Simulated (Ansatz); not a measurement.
# YbMg2Bi2: the cost of one run

Computed with Ansatz 0.2.0, driven from Python. Level of theory: DFT LDA, plane waves, PAW.

## 1. Starting point

Symmetry: P-3m1, No. 164, trigonal system. The conventional cell has a = 4.726 Å, b = 4.726 Å, c = 7.645 Å, α = 90.00°, β = 90.00°, γ = 120.00°. Yb (site symmetry -3m) is surrounded by 6 Bi at 3.29 Å. Mg (site symmetry 3m) has 4 Bi at 2.90 to 2.98 Å in its first shell of neighbours. Bi (site symmetry 3m) is surrounded by 4 Mg at 2.90 to 2.98 Å and 3 Yb at 3.29 Å.

The script holds or builds the structure itself.

## 2. Script

The input, run_eos.py:

```python
"""Energy against volume for YbMg2Bi2, with a fit."""

import logging
import sys
import warnings

import ansatz as az
import numpy as np

logging.basicConfig(stream=sys.stdout, format="%(name)s: %(message)s")
logger = logging.getLogger("ansatz_job")
logger.setLevel(logging.INFO)

VECTORS = np.array([
    [4.7258, 0.0, 0.0],
    [-2.3629, 4.09266, 0.0],
    [0.0, 0.0, 7.6453],
])
SITES = [
    ("Yb", [0.0, 0.0, 0.0]),
    ("Mg", [2 / 3, 1 / 3, 0.6308]),
    ("Mg", [1 / 3, 2 / 3, 0.3692]),
    ("Bi", [2 / 3, 1 / 3, 0.24119]),
    ("Bi", [1 / 3, 2 / 3, 0.75881]),
]


def make_crystal(cell):
    crystal = az.Crystal(lattice=az.Lattice.of(cell))
    for symbol, position in SITES:
        crystal = crystal.atom(symbol, position)
    return crystal

warnings.simplefilter("ignore", az.DeckWarning)

# uniform scaling of the cell
volumes, energies = [], []
for scale in np.linspace(0.9, 1.1, 9):
    cell = VECTORS * scale ** (1 / 3)
    calc = (
        make_crystal(cell).calculation()
        .functional("lda")
        .occupations("fermi_dirac", width=0.1)
        .basis(500)
        .kpoints(7, 7, 4)
    )
    report = calc.run(threads=1, backend="cpu").report
    volumes.append(abs(np.linalg.det(cell)) / len(SITES))
    energies.append(report["free_energy_ev"] / len(SITES))
    logger.info(f"V = {volumes[-1]:8.4f} A^3/atom  F = {energies[-1]:.5f} eV/atom")

# third-order Birch-Murnaghan: a cubic in V^(-2/3)
x = np.array(volumes) ** (-2 / 3)
poly = np.polynomial.Polynomial.fit(x, energies, 3).convert()
roots = poly.deriv().roots()
x0 = min((r.real for r in roots if abs(r.imag) < 1e-9 and poly.deriv(2)(r.real) > 0), key=lambda r: abs(r - x.mean()))
v0 = x0 ** -1.5
b0 = 4 / 9 * poly.deriv(2)(x0) * v0 ** (-7 / 3) * 160.21766
b1 = 4 + 2 / 3 * x0 * poly.deriv(3)(x0) / poly.deriv(2)(x0)
logger.info(f"V0 = {v0:.4f} A^3/atom, B0 = {b0:.1f} GPa, dB/dP = {b1:.2f}")
```

## 3. The calls as engine input

The engine receives this input (first run):

```yaml
crystal:
  lattice:
    - [4.562709733769284, 0.0, 0.0]
    - [-2.281354866884642, 3.951419784800077, 0.0]
    - [0.0, 0.0, 7.381455992125421]
  atoms:
    - { symbol: Yb, position: [0.0, 0.0, 0.0] }
    - { symbol: Mg, position: [0.6666666666666666, 0.3333333333333333, 0.6308] }
    - { symbol: Mg, position: [0.3333333333333333, 0.6666666666666666, 0.3692] }
    - { symbol: Bi, position: [0.6666666666666666, 0.3333333333333333, 0.24119] }
    - { symbol: Bi, position: [0.3333333333333333, 0.6666666666666666, 0.75881] }
basis:
  ecutwfc: 500.0
kpoints:
  mp_grid:
    grid: [7, 7, 4]
hamiltonian:
  xc: lda
scf:
  occupations:
    method: fermi_dirac
    width: 0.1
```

## 4. The run

Command:

```sh
$ python run_eos.py
```

Q: Estimate wall time and peak memory on 1 thread of AMD EPYC 9R45 (Zen 5), shared host.

About 38 s, with a peak of 0.62 GiB.
